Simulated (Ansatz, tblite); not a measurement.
# (Cl2Al-mu-PH2)3 (Al₃Cl₆H₆P₃): one state, many levels

The task here is to estimate one member of a computed series from the others.

Method: as each input shows; program: Ansatz 0.2.0, Gaussian basis.

The runs, in order: GFN1-xTB, GFN2-xTB, PBE-D4/def2-TZVP, r2SCAN-D4/def2-TZVP, PBE-D4/def2-SVP, PBE0-D4/def2-SVP, HF/STO-3G, HF/6-31G, B3LYP-D4/6-31G, MP2/def2-SVP, RPA/def2-SVP.

5 further runs of the same task are left out: 3 that didn't finish, 2 set aside as unsound or not needed. Runs told in other sessions of the task aren't counted.

## The geometry

The singlet was relaxed beforehand with PBE-D4/def2-SVP.

18 atoms, charge 0, spin multiplicity 1.

Bond lengths: Al1–Cl2 2.140 Å, Al1–Cl3 2.120 Å, Al1–P4 2.411 Å, Al1–P12 2.412 Å, P4–Al5 2.411 Å, P4–H13 1.428 Å, P4–H14 1.427 Å, Al5–Cl6 2.120 Å, Al5–Cl7 2.138 Å, Al5–P8 2.412 Å, P8–Al9 2.419 Å, P8–H15 1.429 Å, P8–H16 1.426 Å, Al9–Cl10 2.122 Å, Al9–Cl11 2.122 Å, Al9–P12 2.421 Å, P12–H17 1.426 Å, P12–H18 1.429 Å. Angles: Cl2–Al1–Cl3 120.8°, Cl2–Al1–P4 101.3°, Cl2–Al1–P12 104.0°, Cl3–Al1–P4 113.4°, Cl3–Al1–P12 112.9°, P4–Al1–P12 102.3°, Al1–P4–Al5 114.6°, Al1–P4–H13 107.4°, Al1–P4–H14 113.0°, Al5–P4–H13 112.8°, Al5–P4–H14 107.6°, H13–P4–H14 100.7°, P4–Al5–Cl6 113.1°, P4–Al5–Cl7 101.6°, P4–Al5–P8 102.4°, Cl6–Al5–Cl7 120.8°, Cl6–Al5–P8 112.7°, Cl7–Al5–P8 104.1° and more.

PBE0-D4/def2-TZVP was run before; its log isn't repeated, and its numbers join the tables.

Set-up of the first run:

Tight binding, by tblite at 300 K electronic temperature and without a spin-polarisation term:

```python
tblite.interface.Calculator('GFN1-xTB', numbers, positions, charge=0, uhf=0).singlepoint()
```

Tight binding, by tblite at 300 K electronic temperature and without a spin-polarisation term:

```python
tblite.interface.Calculator('GFN2-xTB', numbers, positions, charge=0, uhf=0).singlepoint()
```

start.molden holds the orbitals of an earlier run on this state, given as this run's starting guess.

in.yaml

```yaml
crystal:
  periodic: [false, false, false]
  atoms:
    - {symbol: Al, position_ang: [-1.936998, 1.124450, -0.430377]}
    - {symbol: Cl, position_ang: [-1.010177, 1.508189, -2.321196]}
    - {symbol: Cl, position_ang: [-3.918903, 1.770485, -0.042845]}
    - {symbol: P, position_ang: [-0.312559, 2.052766, 1.090286]}
    - {symbol: Al, position_ang: [1.661037, 0.701889, 1.397984]}
    - {symbol: Cl, position_ang: [3.372347, 1.835633, 1.927175]}
    - {symbol: Cl, position_ang: [0.929330, -0.840943, 2.685111]}
    - {symbol: P, position_ang: [1.888099, -0.378841, -0.745888]}
    - {symbol: Al, position_ang: [0.326161, -2.179081, -1.160847]}
    - {symbol: Cl, position_ang: [1.066729, -3.853829, -0.087848]}
    - {symbol: Cl, position_ang: [-0.139160, -2.358307, -3.223122]}
    - {symbol: P, position_ang: [-1.645295, -1.247853, -0.109306]}
    - {symbol: H, position_ang: [-0.013880, 3.374347, 0.640172]}
    - {symbol: H, position_ang: [-0.851676, 2.329102, 2.382578]}
    - {symbol: H, position_ang: [3.214460, -0.906763, -0.801857]}
    - {symbol: H, position_ang: [1.926428, 0.566784, -1.812750]}
    - {symbol: H, position_ang: [-1.755459, -1.609456, 1.265887]}
    - {symbol: H, position_ang: [-2.800474, -1.888571, -0.653128]}
basis:
  gaussian: {orbitals: def2-TZVP, initial_orbitals: start.molden}
hamiltonian: {xc: pbe, dispersion: d4}
scf: {omitted_lower_state_checks: [starts]}
output: {orbitals: {seedname: orbitals}}
```

Started as:

```bash
$ ansatz run in.yaml --threads 4 --pin off --events-out ev --progress --plain --max-ram 6963MiB
```

Steps of the session up to this table: PBE-D4/def2-TZVP; r2SCAN-D4/def2-TZVP; PBE-D4/def2-SVP; PBE0-D4/def2-SVP; HF/STO-3G; HF/6-31G; B3LYP-D4/6-31G; MP2/def2-SVP; RPA/def2-SVP.

One of the session's tables, all rows but one given; the rest of the session is left out.

It belongs to the step «Binding energy». 

```
              level  binding an atom (eV)
          HF/STO-3G                 3.496
           HF/6-31G                 1.853
        HF/def2-SVP                 2.383
    PBE-D4/def2-SVP                 3.263
   PBE-D4/def2-TZVP                 3.243
r2SCAN-D4/def2-TZVP                 3.258
     B3LYP-D4/6-31G                 2.792
   PBE0-D4/def2-SVP                 3.236
  PBE0-D4/def2-TZVP                     ?
       MP2/def2-SVP                 3.005
```

**Question.** Estimate the row for PBE0-D4/def2-TZVP.

**Answer.** binding an atom (eV): 3.226. In the column «binding an atom (eV)» it lies between MP2/def2-SVP (3.005) and PBE0-D4/def2-SVP (3.236).

Limits of these values: Free atoms were run apart at each level; binding is atoms less cluster, divided by the number of atoms, without zero-point or spin-orbit terms.
